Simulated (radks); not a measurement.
**Ionisation of Si⁺: one atom, several choices of exchange strength α**

The task here is to estimate one member of a computed series from the others.

The numbers are computed with radks (a radial shooting solver on a logarithmic mesh, Libxc functionals) version 1 (scalar-relativistic Kohn-Sham, spin-polarised, spherical densities, point nucleus; open shells are filled with parallel spins first), except any that are marked as measured or tabulated.

### Starting point

```
element       : silicon (Z = 14)
charge        : +1
electrons     : 13
configuration : [Ne] 3s2 3p1
ion           : Si²⁺, [Ne] 3s2
choices       : α = 0.662; α = 0.667; α = 0.752; α = 0.813; α = 0.891; α = 0.966; α = 1.04
```

Outer shells as boxes (Hund's rule):

Si⁺
```
[Ne] core
3s [↑↓]
3p [↑ ][  ][  ]
```

Si²⁺
```
[Ne] core
3s [↑↓]
```

Set-up of the first run:

The run's settings:

```text
Z 14
configuration [Ne] 3s2 3p1
relativity scalar-relativistic
functional xalpha 0.662
spin polarised
nucleus point
c 137.035999084
```

Steps of the session up to this table: α = 0.662: Si⁺.

One of the session's tables, all rows but one given; the rest of the session is left out.

Sizes of the orbitals, from the radial functions (bohr):

```
  level     <r>  outermost maximum (interpolated)  90 % within  nodes
  2s up  0.5713                             0.456        0.902      1
2s down       ?                                 ?            ?      ?
  2p up  0.5396                             0.387        0.909      0
2p down  0.5390                             0.387        0.907      0
  3s up   2.070                              1.75         3.13      2
3s down   2.069                              1.74         3.14      2
  3p up   2.484                              2.04         3.84      1
3p down   2.516                              2.03         3.92      1
```

Q: Estimate the row for 2s down from the others.

**Answer.** <r>: 0.5709; outermost maximum (interpolated): 0.456; 90 % within: 0.901; nodes: 1. In the column «<r>» it lies between 2p up (0.5396) and 2s up (0.5713).

Caveats from the session: Open shells are spherical and high-spin; term and fine-structure splittings are not resolved.
